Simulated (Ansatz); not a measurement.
# TiH4: further runs on a relaxed guess

This session takes a relaxed cell of TiH4 and sets out to compute bands, density of states and charges.

Method: DFT PBE, scalar-relativistic, plane waves, PAW, in Ansatz 0.2.0.

## (1) Starting point

It takes space group Fm-3m (No. 225, cubic). Conventional cell: a = 7.024 Å, b = 7.024 Å, c = 7.024 Å, α = 90.00°, β = 90.00°, γ = 90.00°. Ti (site symmetry -43m) has 4 H at 1.76 Å as nearest neighbours. H (site symmetry 3m) is surrounded by 3 H at 1.48 Å and 1 Ti at 1.76 Å.

Coordinates:

```xyz
10
Lattice="0.0000 3.5122 3.5122 3.5122 0.0000 3.5122 3.5122 3.5122 0.0000" Properties=species:S:1:pos:R:3 pbc="T T T"
Ti    1.7561    1.7561    1.7561
Ti    5.2683    5.2683    5.2683
H     4.2498    4.2498    4.2498
H     2.7747    2.7747    4.2498
H     2.7747    4.2498    2.7747
H     4.2498    2.7747    2.7747
H     4.2498    4.2498    2.7747
H     2.7747    2.7747    2.7747
H     4.2498    2.7747    4.2498
H     2.7747    4.2498    4.2498
```

The cell was relaxed beforehand at this level, from a generated guess; it is a trial structure. At a tolerance of 0.05 Å it has space group Fm-3m (No. 225); it has 8.67 Å³/atom, an uncorrected energy of +0.72 eV/atom over the elements.

## (2) Bands, states and charges

File input.yaml:

```yaml
crystal:
  lattice:
    - [0.0, 3.5122067788, 3.5122067788]
    - [3.5122067788, 0.0, 3.5122067788]
    - [3.5122067788, 3.5122067788, 0.0]
  atoms:
    - { symbol: Ti, position: [0.25, 0.25, 0.25] }
    - { symbol: Ti, position: [0.75, 0.75, 0.75] }
    - { symbol: H, position: [0.6049977003, 0.6049977003, 0.6049977003] }
    - { symbol: H, position: [0.6049977003, 0.6049977003, 0.1850068992] }
    - { symbol: H, position: [0.6049977003, 0.1850068992, 0.6049977003] }
    - { symbol: H, position: [0.1850068992, 0.6049977003, 0.6049977003] }
    - { symbol: H, position: [0.3950022997, 0.3950022997, 0.8149931008] }
    - { symbol: H, position: [0.3950022997, 0.3950022997, 0.3950022997] }
    - { symbol: H, position: [0.3950022997, 0.8149931008, 0.3950022997] }
    - { symbol: H, position: [0.8149931008, 0.3950022997, 0.3950022997] }
basis:
  ecutwfc: 420
kpoints:
  mp_grid: { grid: [10, 10, 10] }
  band_path:
    path:
      - [[0.0, 0.0, 0.0], [0.5, 0.0, 0.5], [0.625, 0.25, 0.625]]
      - [[0.375, 0.375, 0.75], [0.0, 0.0, 0.0], [0.5, 0.5, 0.5], [0.5, 0.25, 0.75], [0.5, 0.0, 0.5]]
    npoints: 14
hamiltonian:
  xc: pbe
scf:
  occupations: { method: gaussian, width: 0.1 }
  n_extra_bands: 25
output:
  forces: true
  stress: true
  eigenvalues: true
  populations: true
  dos: { projected: true, de: 0.02, nscf_kmesh: { grid: [12, 12, 12] } }
  bader: true
  write_density: true
  write_potential: true
  elf: true
  volumetric_format: npy
```

Run with:

```sh
$ ansatz run input.yaml --threads 1 --pin off --max-ram 2048MiB --backend cpu --events-out ev --progress --plain --runs-dir out
```

What does the calculation give? Wanted: gap; states at the Fermi level; Bader charges.

**Answer**, as computed:

```
                 quantity                 value
                      gap          none (metal)
states at the Fermi level  5.02 per eV per cell
            Bader charges   Ti +1.39, H -0.35 e
```

What this shows: It comes out metallic. Of the projected weight within 0.25 eV of the Fermi level, the largest part is Ti 3d (96 %). Charge transfer between the atoms is strong (Bader charges up to 1.4 e).
